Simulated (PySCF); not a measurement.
**RuHCl: triplet, from a linear start**

Aim: relax RuHCl as a triplet from a linear start, check by its vibrations whether the end is a minimum, and collect its spectrum and constants.

Computed with PySCF 2.14.0. Level: PBE0, basis Ru def2-TZVP with ECP28, H def2-TZVP, Cl def2-TZVP, scalar-relativistic core potentials, no spin–orbit coupling, density fitting.

## Step 1: Starting geometry

3 atoms, charge 0, spin multiplicity 3.

Bond lengths: Ru1–H2 1.570 Å, Ru1–Cl3 2.240 Å. Angles: H2–Ru1–Cl3 180.0°.

```xyz
3
charge 0 multiplicity 3
Ru    0.0000    0.0000    0.0000
H     0.0000    0.0000   -1.5700
Cl    0.0000    0.0000    2.2400
```

## Step 2: Finding the electronic state

One driver script runs all steps and calls PySCF; scf.py shows how it sets up the SCF of each step. The optimiser is the driver's own. After this first run the driver tries any further starts and a stability analysis.

Input file scf.py:

```python
from pyscf import gto, scf, dft
mol = gto.M(atom='''
Ru     0.000000     0.000000     0.000000
H      0.000000     0.000000    -1.570000
Cl     0.000000     0.000000     2.240000''',
    basis={'Ru': 'def2-TZVP', 'H': 'def2-TZVP', 'Cl': 'def2-TZVP'},
    ecp={'Ru': 'def2-TZVP'},
    charge=0, spin=2)
mf = dft.UKS(mol, xc='PBE0')
mf.grids.atom_grid = (50, 194)
aux = {'Ru': 'def2-universal-JKFIT', 'H': 'def2-universal-JKFIT', 'Cl': 'def2-universal-JKFIT'}
mf = mf.density_fit(auxbasis=aux)
mf.conv_tol = 1e-08
mf.diis_space = 10
mf.max_cycle = 60
mf.init_guess = 'minao'
mf.verbose = 4
mf.kernel()
```

Command:

```bash
OMP_NUM_THREADS=2 python axn.py task.json out
```

Further steps of the session: Relaxation: linear start, triplet; Relaxing without the symmetry constraint; Is it a minimum? Harmonic modes.

Before running it: what results should come out? Wanted: minimum; geometry; wavenumbers; dipole moment; highest occupied, lowest empty level; polar-tensor charge of Ru1; zero-point energy; atomisation energy; ⟨S²⟩.

**Answer**, as computed:

```
                                          quantity                                       value
                                           minimum                                 triplet, Cs
                                          geometry  Ru–Cl 2.197 Å, Ru–H 1.552 Å; Cl–Ru–H 99.0°
                                wavenumbers (cm⁻¹)               397 (a'), 516 (a'), 2150 (a')
                                     dipole moment                                      3.92 D
highest occupied, lowest empty level (either spin)                             -6.32, -2.97 eV
                        polar-tensor charge of Ru1                                     +0.79 e
                                 zero-point energy                                 18.3 kJ/mol
                               entropy at 298.15 K                             278.5 J/(mol K)
         atomisation energy (no zero-point energy)                                  590 kJ/mol
                                              ⟨S²⟩                                       2.019
```

**Reading.** From C∞v at the start the molecule goes to a Cs minimum. The strongest infrared band lies at 2150 cm⁻¹ (a', stretch). Most of the spin sits on Ru1 (Mulliken spin 2.04, against 2 for the whole molecule). The first SCF alone would have been 53 kJ/mol too high. Only this shape and spin were tried, so other structures or states may lie lower. One determinant may miss the lowest occupation of an open d or f shell.
